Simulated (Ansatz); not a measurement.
# In4N4 zinc blende hole disc (In4N4H16): reading failed and doubtful runs

Aim: try 2 inputs for In4N4 zinc blende hole disc (In4N4H16) as typed, read how each ends, and find what has to change.

Program: Ansatz 0.2.0, Gaussian basis. Level of theory: the settings change from run to run. These are calculated values, not measurements.

2 further runs of the same task are left out: 2 set aside as unsound or not needed.

## Step 1: The molecule

The geometry comes from an earlier relaxation with r2SCAN-D4/def2-SVP; it is a stationary point, not always the lowest conformer. In takes a core potential in def2 sets; no spin-orbit term is included.

24 atoms, charge 0, spin multiplicity 1.

Atoms are counted from 1 here; the program's logs count them from 0.

Bond lengths: N1–In5 2.235 Å, N1–In7 2.235 Å, N1–H9 1.026 Å, N1–H10 1.024 Å, N2–In6 2.235 Å, N2–In8 2.235 Å, N2–H11 1.026 Å, N2–H12 1.024 Å, N3–In5 2.235 Å, N3–In6 2.235 Å, N3–H13 1.026 Å, N3–H14 1.024 Å, N4–In7 2.235 Å, N4–In8 2.235 Å, N4–H15 1.024 Å, N4–H16 1.026 Å, In5–H17 1.728 Å, In5–H18 1.727 Å and more. Angles: In5–N1–In7 121.5°, In5–N1–H9 104.4°, In5–N1–H10 110.7°, In7–N1–H9 104.5°, In7–N1–H10 110.7°, H9–N1–H10 103.0°, In6–N2–In8 121.7°, In6–N2–H11 104.3°, In6–N2–H12 110.8°, In8–N2–H11 104.3°, In8–N2–H12 110.7°, H11–N2–H12 103.0°, In5–N3–In6 121.7°, In5–N3–H13 104.2°, In5–N3–H14 110.8°, In6–N3–H13 104.2°, In6–N3–H14 110.8°, H13–N3–H14 103.0° and more.

## Step 2: Attempt 1

Contents of in.yaml:

```yaml
crystal:
  periodic: [false, false, false]
  atoms:
    - {symbol: N, position_ang: [-0.923324, 0.917478, -0.761409]}
    - {symbol: N, position_ang: [0.795661, -0.919511, -0.652392]}
    - {symbol: N, position_ang: [-0.789925, -0.794645, 0.762741]}
    - {symbol: N, position_ang: [0.915387, 0.792122, 0.759846]}
    - {symbol: In, position_ang: [-1.654817, -0.000005, 0.007262]}
    - {symbol: In, position_ang: [0.005200, -1.653655, -0.001833]}
    - {symbol: In, position_ang: [-0.003129, 1.932616, -0.006182]}
    - {symbol: In, position_ang: [1.931543, 0.008464, 0.000985]}
    - {symbol: H, position_ang: [-1.147195, 1.327974, -1.180080]}
    - {symbol: H, position_ang: [-0.466492, 0.535686, -1.058641]}
    - {symbol: H, position_ang: [1.154766, -1.335796, -1.002958]}
    - {symbol: H, position_ang: [0.474097, -0.545310, -1.066188]}
    - {symbol: H, position_ang: [-1.147431, -1.155385, 1.001980]}
    - {symbol: H, position_ang: [-0.547804, -0.475540, 1.069763]}
    - {symbol: H, position_ang: [0.533240, 0.464727, 1.230927]}
    - {symbol: H, position_ang: [1.324982, 1.337356, 1.181229]}
    - {symbol: H, position_ang: [-2.095945, -0.719450, -0.817317]}
    - {symbol: H, position_ang: [-2.427386, 0.619928, 0.839329]}
    - {symbol: H, position_ang: [-0.611652, -2.086625, -0.833113]}
    - {symbol: H, position_ang: [0.726916, -2.087415, 0.707758]}
    - {symbol: H, position_ang: [0.615876, 2.086261, -0.836919]}
    - {symbol: H, position_ang: [-0.724999, 2.443063, 0.701852]}
    - {symbol: H, position_ang: [2.086598, 0.732026, -0.709018]}
    - {symbol: H, position_ang: [2.440249, -0.709330, 0.830659]}
basis:
  gaussian: {orbitals: def2-SVPD}
hamiltonian: {xc: {name: B3LYP}, dispersion: d3bjatm}
scf: {lower_state_search: off}
```

The run is started by

```
ansatz run in.yaml --threads 2 --pin off --events-out ev --progress --plain --max-ram 22528MiB --backend cuda --devices 0, --max-vram 18GiB
```

What it wrote:

```text
Functional definition: B3LYP
  name "B3LYP"
  cite "Stephens, Devlin, Chabalowski & Frisch, J. Phys. Chem. 98, 11623 (1994) doi:10.1021/j100096a001"
  cite "Becke, Phys. Rev. A 38, 3098 (1988) doi:10.1103/PhysRevA.38.3098"
  cite "Lee, Yang & Parr, Phys. Rev. B 37, 785 (1988) doi:10.1103/PhysRevB.37.785"
  cite "Vosko, Wilk & Nusair, Can. J. Phys. 58, 1200 (1980) doi:10.1139/p80-159"
  parameter a0 = 0.2
  parameter ax = 0.72
  parameter ac = 0.81
  exchange = (1 - a0 - ax)*slater_x + ax*b88_x + a0*exact_x
  correlation = (1 - ac)*vwn_rpa_c + ac*lyp_c
these checks for a lower state are left out or cut short: stability, starts, cluster_reference, orbital_swaps, neighbouring_geometries, increment
3280 factors; their error is unknown
mean field evaluation 1: about -26636.4539 eV, gradient 1.9e2 eV
mean field evaluation 2: about -26494.8419 eV, gradient 3.0e2 eV
mean field evaluation 4: about -26688.0598 eV, gradient 1.8e1 eV
mean field evaluation 8: about -26688.5200 eV, gradient 3.7e-1 eV
mean field evaluation 16: about -26688.7225 eV, gradient 2.4e-3 eV
mean field -26688.72251815 eV, -980.7924622763 hartree, gradient 4.0e-6 eV, S^2 0.000000; 0 other end points of the search recorded, 0 dependent functions left out
reference -26688.72288619 eV, -980.7924758013 hartree; 64, 64 occupied and 272, 272 virtual orbitals, 3280 factors
Total energy: -26691.22515535 eV, -980.8844324968 hartree
Checks for a lower state left out: stability, starts, cluster_reference, orbital_swaps, neighbouring_geometries, increment
```

Wall time 3.3 s (1 × H100 (card shared with other runs) with 2 threads of AMD EPYC 7R13, shared host); peak host memory 0.98 GiB.

Diagnosis: The run converged, but a converged run isn't a right one. The geometry is squeezed well below its size. The shortest distance is 0.50 Å (N3–H14), against 1.02 Å in the relaxed molecule. Its energy is no property of the relaxed molecule. Cure: use the relaxed coordinates.

## Step 3: Attempt 2

Contents of in.yaml:

```yaml
crystal:
  periodic: [false, false, false]
  atoms:
    - {symbol: N, position_ang: [-1.319034, 1.310682, -1.087728]}
    - {symbol: N, position_ang: [1.326102, -1.313586, -1.087321]}
    - {symbol: N, position_ang: [-1.316542, -1.324409, 1.089631]}
    - {symbol: N, position_ang: [1.307696, 1.320203, 1.085495]}
    - {symbol: In, position_ang: [-2.758028, -0.000009, 0.010375]}
    - {symbol: In, position_ang: [0.007429, -2.756092, -0.003055]}
    - {symbol: In, position_ang: [-0.004471, 2.760880, -0.008831]}
    - {symbol: In, position_ang: [2.759348, 0.012091, 0.001407]}
    - {symbol: H, position_ang: [-1.911991, 1.897105, -1.685828]}
    - {symbol: H, position_ang: [-0.777486, 0.765265, -1.764402]}
    - {symbol: H, position_ang: [1.924611, -1.908281, -1.671597]}
    - {symbol: H, position_ang: [0.790161, -0.779014, -1.776981]}
    - {symbol: H, position_ang: [-1.912385, -1.925642, 1.669967]}
    - {symbol: H, position_ang: [-0.782577, -0.792566, 1.782939]}
    - {symbol: H, position_ang: [0.761772, 0.774544, 1.758466]}
    - {symbol: H, position_ang: [1.892831, 1.910508, 1.687470]}
    - {symbol: H, position_ang: [-3.493242, -1.027785, -1.167596]}
    - {symbol: H, position_ang: [-3.467694, 1.033213, 1.199041]}
    - {symbol: H, position_ang: [-1.019421, -3.477709, -1.190161]}
    - {symbol: D, position_ang: [1.038451, -3.479025, 1.179596]}
    - {symbol: H, position_ang: [1.026460, 3.477102, -1.195599]}
    - {symbol: H, position_ang: [-1.035713, 3.490090, 1.169753]}
    - {symbol: H, position_ang: [3.477664, 1.045751, -1.181697]}
    - {symbol: H, position_ang: [3.486069, -1.013328, 1.186655]}
basis:
  gaussian: {orbitals: def2-SVPD}
total_charge: 1
magnetization: {spin_polarized: true, initial_magnetization: 1}
hamiltonian: {xc: {name: wPBEh}}
scf: {omitted_lower_state_checks: [starts]}
output: {forces: true}
```

Same command.

What it wrote:

```text
Error: YAML parse error: error: line 23 column 16: `D` is not an element symbol (H … Og, case-exact)
  --> <input>:23:16
   |
21 |     - {symbol: H, position_ang: [-3.467694, 1.033213, 1.199041]}
22 |     - {symbol: H, position_ang: [-1.019421, -3.477709, -1.190161]}
23 |     - {symbol: D, position_ang: [1.038451, -3.479025, 1.179596]}
   |                ^ `D` is not an element symbol (H … Og, case-exact)
24 |     - {symbol: H, position_ang: [1.026460, 3.477102, -1.195599]}
25 |     - {symbol: H, position_ang: [-1.035713, 3.490090, 1.169753]}
   |
```

Wall time 0.05 s (1 × H100 (card shared with other runs) with 2 threads of AMD EPYC 7R13, shared host).

**Diagnosis.** Refused before any calculation. An element symbol is wrong. It also asks for charge 1 and multiplicity 2, another species or state than the molecule above. To mend it, correct the symbol, and set charge and spin to those of the species named.

## Step 4: How the tries ended

| attempt | level | ended | cause | time |
| --- | --- | --- | --- | --- |
| 1 | B3LYP/def2-SVPD | converged | the geometry is squeezed well below its size | 3.3 s |
| 2 | wPBEh/def2-SVPD | refused | an element symbol is wrong | 0.05 s |

In words: 1 converged, 1 refused. A refusal costs next to no computing time. The dangerous case is the input that converges on a wrong geometry, charge, spin, basis or grid: often only a look at the input shows it.
